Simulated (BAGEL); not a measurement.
# UHF/3-21G (density fitting with qzvpp-jkfit) run of SiSeF3 (SMILES F[Si](F)(F)[Se])

What is the energy change on altering one bond length of SiSeF3 at UHF/3-21G (density fitting with qzvpp-jkfit)? 

The results are computed with BAGEL 1.2.2.

1 further run of the same task is left out (set aside as unsound or not needed).

## (1) The system as given

SiSeF3: 5 atoms, total charge 0, spin state doublet. SMILES: `F[Si](F)(F)[Se]`. Geometry: relaxed at PBE0-D4/def2-TZVP.

Bond lengths: F1–Si2 1.573 Å, Si2–F3 1.574 Å, Si2–F4 1.573 Å, Si2–Se5 2.236 Å. Angles: F1–Si2–F3 108.5°, F1–Si2–F4 106.2°, F1–Si2–Se5 112.7°, F3–Si2–F4 108.5°, F3–Si2–Se5 108.1°, F4–Si2–Se5 112.6°.

## (2) A single-point energy at UHF/3-21G (density fitting with qzvpp-jkfit)

The input, input.json:

```json
{ "bagel": [

{
  "title": "molecule",
  "basis": "3-21g",
  "df_basis": "qzvpp-jkfit",
  "angstrom": true,
  "geometry": [
    { "atom": "F", "xyz": [    0.019100,    0.030200,    1.613100 ] },
    { "atom": "Si", "xyz": [    0.076200,   -0.080300,    0.044800 ] },
    { "atom": "F", "xyz": [   -0.439500,   -1.506900,   -0.373500 ] },
    { "atom": "F", "xyz": [    1.594500,    0.038500,   -0.349900 ] },
    { "atom": "Se", "xyz": [   -1.200400,    1.445000,   -0.975800 ] }
  ]
},
{
  "title": "uhf",
  "nopen": 1
},
{
  "title": "print",
  "file": "orbitals.molden",
  "orbitals": true
}

]}
```

On the command line:

```sh
$ BAGEL_NUM_THREADS=1 BAGEL input.json > input.out
```

Log:

```text
* using 1 threads per process

  ===============================================================
  ===============================================================

  *** Geometry ***

  { "atom" : "F", "xyz" : [      0.036094,      0.057070,      3.048317 ] },
  { "atom" : "Si", "xyz" : [      0.143997,     -0.151745,      0.084660 ] },
  { "atom" : "F", "xyz" : [     -0.830535,     -2.847628,     -0.705813 ] },
  { "atom" : "F", "xyz" : [      3.013168,      0.072754,     -0.661215 ] },
  { "atom" : "Se", "xyz" : [     -2.268427,      2.730654,     -1.843995 ] },

  Number of auxiliary basis functions:      625

  Since a DF basis is specified, we compute 2- and 3-index integrals:
    o Being stored without compression. Storage requirement is 0.019 GB

  Number of basis functions:       62
  Number of electrons      :       75

    * METHOD: MOLECULE                             0.27

  *** Open-shell HF ***

  === Nuclear Repulsion ===
   443.9863596213

      * DIIS with orbital gradients will be used.

  === UHF iteration (3-21g) ===
      0      -2972.57539393          0.04919326           0.18
      1      -2972.72573765          0.02787698           0.17
      2      -2972.76215197          0.01508724           0.17
      3      -2972.77693070          0.00040721           0.18
      4      -2972.77699921          0.00006055           0.17
      5      -2972.77700610          0.00001700           0.17
      6      -2972.77700837          0.00000607           0.17
      7      -2972.77700902          0.00000217           0.17
      8      -2972.77700935          0.00000144           0.17
      9      -2972.77700960          0.00000064           0.18
     10      -2972.77700961          0.00000022           0.17
     11      -2972.77700961          0.00000011           0.17
     12      -2972.77700961          0.00000006           0.18
     13      -2972.77700961          0.00000004           0.18
     14      -2972.77700961          0.00000002           0.17
     15      -2972.77700961          0.00000002           0.17
     16      -2972.77700962          0.00000002           0.17
     17      -2972.77700962          0.00000002           0.17
     18      -2972.77700961          0.00000002           0.17
     19      -2972.77700962          0.00000002           0.17
     20      -2972.77700961          0.00000002           0.17
     21      -2972.77700961          0.00000002           0.17
     22      -2972.77700962          0.00000001           0.17
     23      -2972.77700962          0.00000001           0.17
    * SCF iteration converged.

    * S^2 (UHF) is 0.7523

    * Permanent dipole moment:
           (    0.237560,    -0.347238,     0.189655) a.u.

    * METHOD: UHF                                  4.35

    * METHOD: PRINT                                0.01

  ===============================================================
```

Run time: 4.8 s. Hardware: 1 thread of Arm Neoverse V2, shared host; peak memory 0.12 GiB.

## (3) The distorted shape at the same level

The input, job.json:

```json
{ "bagel": [

{
  "title": "molecule",
  "basis": "3-21g",
  "df_basis": "qzvpp-jkfit",
  "angstrom": "true",
  "geometry": [
    { "atom": "F", "xyz": [      -0.436358,      -0.005437,       1.731502 ] },
    { "atom": "Si", "xyz": [      -0.379258,      -0.115937,       0.163202 ] },
    { "atom": "F", "xyz": [      -0.894958,      -1.542537,      -0.255098 ] },
    { "atom": "F", "xyz": [       1.594500,       0.038500,      -0.349900 ] },
    { "atom": "Se", "xyz": [      -1.655858,       1.409363,      -0.857398 ] }
  ]
},

{
  "title": "uhf",
  "nopen": 1
},

{
  "title": "print",
  "file": "orbitals.molden",
  "orbitals": "true"
}

]}
```

On the command line:

```sh
$ BAGEL_NUM_THREADS=1 BAGEL job.json > job.out
```

Log:

```text
* using 1 threads per process

  ===============================================================
  ===============================================================

  *** Geometry ***

  { "atom" : "F", "xyz" : [     -0.824597,     -0.010274,      3.272065 ] },
  { "atom" : "Si", "xyz" : [     -0.716694,     -0.219089,      0.308407 ] },
  { "atom" : "F", "xyz" : [     -1.691226,     -2.914972,     -0.482065 ] },
  { "atom" : "F", "xyz" : [      3.013168,      0.072754,     -0.661215 ] },
  { "atom" : "Se", "xyz" : [     -3.129118,      2.663310,     -1.620247 ] },

  Number of auxiliary basis functions:      625

  Since a DF basis is specified, we compute 2- and 3-index integrals:
    o Being stored without compression. Storage requirement is 0.019 GB

  Number of basis functions:       62
  Number of electrons      :       75

    * METHOD: MOLECULE                             0.27

  *** Open-shell HF ***

  === Nuclear Repulsion ===
   424.3505762813

      * DIIS with orbital gradients will be used.

  === UHF iteration (3-21g) ===
      0      -2972.42473319          0.05448670           0.18
      1      -2972.60337503          0.03557371           0.17
      2      -2972.66134498          0.02198042           0.17
      3      -2972.69514628          0.00113821           0.17
      4      -2972.69541257          0.00056101           0.17
      5      -2972.69549097          0.00016221           0.17
      6      -2972.69550423          0.00004178           0.17
      7      -2972.69550920          0.00002904           0.17
      8      -2972.69551157          0.00002844           0.18
      9      -2972.69551372          0.00002827           0.18
     10      -2972.69551726          0.00002801           0.18
     11      -2972.69552520          0.00002725           0.18
     12      -2972.69552672          0.00002664           0.17
     13      -2972.69551566          0.00002531           0.17
     14      -2972.69551753          0.00002183           0.17
     15      -2972.69548860          0.00002501           0.17
     16      -2972.69548548          0.00002562           0.17
     17      -2972.69550942          0.00002139           0.18
     18      -2972.69553803          0.00001868           0.17
     19      -2972.69556823          0.00001983           0.17
     20      -2972.69563264          0.00002221           0.17
     21      -2972.69563302          0.00002018           0.17
     22      -2972.69567149          0.00001977           0.17
     23      -2972.69567269          0.00000909           0.17
     24      -2972.69567371          0.00000530           0.17
     25      -2972.69567407          0.00000340           0.17
     26      -2972.69567419          0.00000305           0.17
     27      -2972.69567444          0.00000267           0.17
     28      -2972.69567455          0.00000257           0.18
     29      -2972.69567468          0.00000232           0.17
     30      -2972.69567464          0.00000213           0.17
     31      -2972.69567447          0.00000195           0.17
     32      -2972.69567445          0.00000189           0.17
     33      -2972.69567448          0.00000187           0.17
     34      -2972.69567460          0.00000184           0.18
     35      -2972.69567477          0.00000180           0.17
     36      -2972.69567502          0.00000170           0.17
     37      -2972.69567508          0.00000165           0.17
     38      -2972.69567513          0.00000162           0.17
     39      -2972.69567514          0.00000160           0.17
     40      -2972.69567516          0.00000156           0.17
     41      -2972.69567517          0.00000148           0.18
     42      -2972.69567518          0.00000132           0.18
     43      -2972.69567517          0.00000117           0.17
     44      -2972.69567521          0.00000104           0.17
     45      -2972.69567530          0.00000095           0.17
     46      -2972.69567542          0.00000082           0.18
     47      -2972.69567555          0.00000065           0.17
     48      -2972.69567559          0.00000045           0.17
     49      -2972.69567559          0.00000038           0.18
     50      -2972.69567559          0.00000032           0.18
     51      -2972.69567560          0.00000028           0.18
     52      -2972.69567560          0.00000024           0.17
     53      -2972.69567560          0.00000020           0.18
     54      -2972.69567560          0.00000017           0.18
     55      -2972.69567560          0.00000016           0.17
     56      -2972.69567561          0.00000015           0.17
     57      -2972.69567561          0.00000015           0.17
     58      -2972.69567561          0.00000013           0.17
     59      -2972.69567561          0.00000012           0.17
     60      -2972.69567561          0.00000012           0.17
     61      -2972.69567561          0.00000011           0.18
     62      -2972.69567561          0.00000010           0.18
     63      -2972.69567561          0.00000010           0.18
     64      -2972.69567561          0.00000009           0.17
     65      -2972.69567561          0.00000009           0.17
     66      -2972.69567561          0.00000008           0.17
     67      -2972.69567561          0.00000008           0.17
     68      -2972.69567561          0.00000008           0.17
     69      -2972.69567561          0.00000007           0.17
     70      -2972.69567561          0.00000006           0.17
     71      -2972.69567561          0.00000006           0.17
     72      -2972.69567561          0.00000005           0.17
     73      -2972.69567561          0.00000004           0.17
     74      -2972.69567561          0.00000003           0.17
     75      -2972.69567561          0.00000002           0.18
     76      -2972.69567561          0.00000002           0.17
     77      -2972.69567561          0.00000002           0.17
     78      -2972.69567561          0.00000001           0.17
     79      -2972.69567561          0.00000001           0.18
     80      -2972.69567561          0.00000001           0.18
     81      -2972.69567561          0.00000001           0.18
     82      -2972.69567561          0.00000001           0.18
     83      -2972.69567561          0.00000001           0.18
     84      -2972.69567561          0.00000001           0.18
     85      -2972.69567561          0.00000001           0.17
     86      -2972.69567561          0.00000001           0.17
    * SCF iteration converged.

    * S^2 (UHF) is 0.7530

    * Permanent dipole moment:
           (    0.902042,    -0.416109,     0.111185) a.u.

    * METHOD: UHF                                 15.33

    * METHOD: PRINT                                0.01

  ===============================================================
```

Wall time 16 s (1 thread of Arm Neoverse V2, shared host); peak memory 0.12 GiB.

## (4) Outcome

Level: UHF/3-21G (density fitting with qzvpp-jkfit).

```
                                                          quantity           value
                                         first shape: total energy  -2972.77701 Eh
                                        first shape: dipole moment          1.17 D
                                                 first shape: ⟨S²⟩           0.752
                                     distorted shape: total energy  -2972.69568 Eh
                                    distorted shape: dipole moment          2.54 D
                                             distorted shape: ⟨S²⟩           0.753
energy change with the Si2–F4 bond stretched from 1.573 to 2.045 Å        2.213 eV
```

What this shows: With the Si2–F4 bond stretched from 1.573 to 2.045 Å the energy rises by 2.21 eV (51 kcal/mol). The first shape isn't relaxed at this level, so the change isn't measured from a minimum.
